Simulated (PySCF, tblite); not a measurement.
# C3H5Cl3O2Si: geometry, infrared bands and NMR shifts

What infrared bands and NMR shifts should C3H5Cl3O2Si (`O=C(CC(Cl)(Cl)Cl)O[SiH3]`) show?

Computed with tblite 0.8.0 and PySCF 2.14.0, with density-fitted response routines of our own, on a single molecule in the gas phase. Atoms are numbered from 0 throughout.

**1. The starting structure**

14 atoms, charge 0, multiplicity 1; geometry from: force field or distance geometry start.

Bonds of the start (Å): O0–C1 1.28, C1–C2 1.47, C2–C3 1.51, C3–Cl4 1.77, C3–Cl5 1.79, C3–Cl6 1.79, C1–O7 1.40, O7–Si8 1.73, C2–H9 1.13, C2–H10 1.12, Si8–H11 1.47, Si8–H12 1.46, Si8–H13 1.47.

**2. Relaxing the molecule with GFN2-xTB**

Job settings and geometry (Å):

```
{"job": {"kind": "relax", "xc": "GFN2-xTB", "basis": "xTB"}, "charge": 0, "multiplicity": 1}
O      0.523900    -1.937500    -0.633100
C      0.026900    -0.821400    -0.267200
C     -1.425800    -0.665800    -0.098100
C     -1.844200     0.720500     0.341100
Cl    -1.192000     1.215600     1.904900
Cl    -3.626500     0.868100     0.475900
Cl    -1.264800     1.873400    -0.893000
O      0.835500     0.285500     0.028700
Si     2.556000     0.198900    -0.122700
H     -1.881900    -1.371200     0.652100
H     -1.962900    -0.887600    -1.056500
H      3.114200     1.416100    -0.739300
H      2.998900    -0.991200    -0.837300
H      3.142100     0.096100     1.222500
```

Started as:

```console
$ OMP_NUM_THREADS=1 python probes_run.py task.json out
```

One launch serves the whole session: the jobs run in the order shown.

**Question.** This job is followed by: GFN2-xTB harmonic vibrations, gas phase; GIAO PBE0/pcSseg-1 NMR shielding, non-relativistic, gas phase. Predict these results of the whole session: strongest single infrared mode (GFN2-xTB); zero-point energy (GFN2-xTB); 13C shifts against TMS (PBE0/pcSseg-1); 1H shifts against TMS (PBE0/pcSseg-1, means over atoms taken as alike); 17O shifts against H2O (PBE0/pcSseg-1); 35Cl shifts against HCl (PBE0/pcSseg-1, means over atoms taken as alike); 29Si shifts against TMS (PBE0/pcSseg-1).

The runs gave:

```
                                                                quantity                   value
                               strongest single infrared mode (GFN2-xTB)   1770 cm⁻¹, 434 km/mol
                                            zero-point energy (GFN2-xTB)           46.0 kcal/mol
                                  13C shifts against TMS (PBE0/pcSseg-1)  171.3, 119.3, 63.6 ppm
  1H shifts against TMS (PBE0/pcSseg-1, means over atoms taken as alike)          4.90, 3.64 ppm
                                  17O shifts against H2O (PBE0/pcSseg-1)        462.3, 192.2 ppm
35Cl shifts against HCl (PBE0/pcSseg-1, means over atoms taken as alike)                 486 ppm
                                 29Si shifts against TMS (PBE0/pcSseg-1)               -38.1 ppm
```

Relaxing lowered the energy by 0.725 eV in 109 steps; the close pair that moved most is C1–O7, from 1.402 to 1.309 Å. The lowest mode is slightly imaginary (13i cm⁻¹), a soft motion within the noise of the Hessian, so the minimum is not strictly shown. The strongest single mode, at 1770 cm⁻¹, moves mainly C1 and O0. GFN2-xTB is a fitted tight-binding method: band positions and strengths are rough. Its intensities can rank the bands wrongly. C3 stands next to heavy halogen, whose spin-orbit shielding this run leaves out, so the computed shift lies too far downfield, most of all for carbon beside Br or I. At PBE0/pcSseg-1: The widest tensor belongs to Cl4, Cl5, Cl6: span 809 ppm, with a paramagnetic part of -681 ppm.
